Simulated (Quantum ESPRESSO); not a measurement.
BaTiO3, 5 atoms in the cell. The structure is cubic, space group Pm-3m (No. 221). Conventional cell: a = 4.006 Å, b = 4.006 Å, c = 4.006 Å, α = 90.00°, β = 90.00°, γ = 90.00°. Ba (site symmetry m-3m) has 12 O at 2.83 Å as nearest neighbours. Ti (site symmetry m-3m) has 6 O at 2.00 Å as nearest neighbours. O (site symmetry 4/mmm) has 2 Ti at 2.00 Å as nearest neighbours. 

| Property | Result |
| --- | --- |
| Program | Quantum ESPRESSO 7.5 |
| Task | band structure |
| Functional | PBEsol |
| Potentials or basis | GBRV 1.5 PBEsol |
| Cutoff | 612 eV |
| Density cutoff | 4898 eV |
| k mesh | 7 × 7 × 7 |
| Occupations | fermi-dirac, width 0.05 eV |
| Spin | no spin polarisation |
| Mixing beta | 0.5 |
| Most SCF iterations | 120 |
| SCF threshold | 1e-09 Ry |

Potentials or basis: GBRV 1.5 PBEsol.

The run is started by

```bash
$ OMP_NUM_THREADS=1 mpirun -n 2 pw.x -nk 2 -in pw.in > pw.out
$ OMP_NUM_THREADS=1 mpirun -n 2 pw.x -nk 2 -in bands.in > bands.out
```

Hardware: 2 MPI ranks on Arm Neoverse V1 (shared host).

Q: Estimate the wall time of this run.

A: Wall time 52 s on 2 MPI ranks on Arm Neoverse V1, with other jobs on the host, peak memory 0.46 GiB a rank. Counts: scf iterations 10, k pools 2, bands 28, k points 20, g dense 50061.
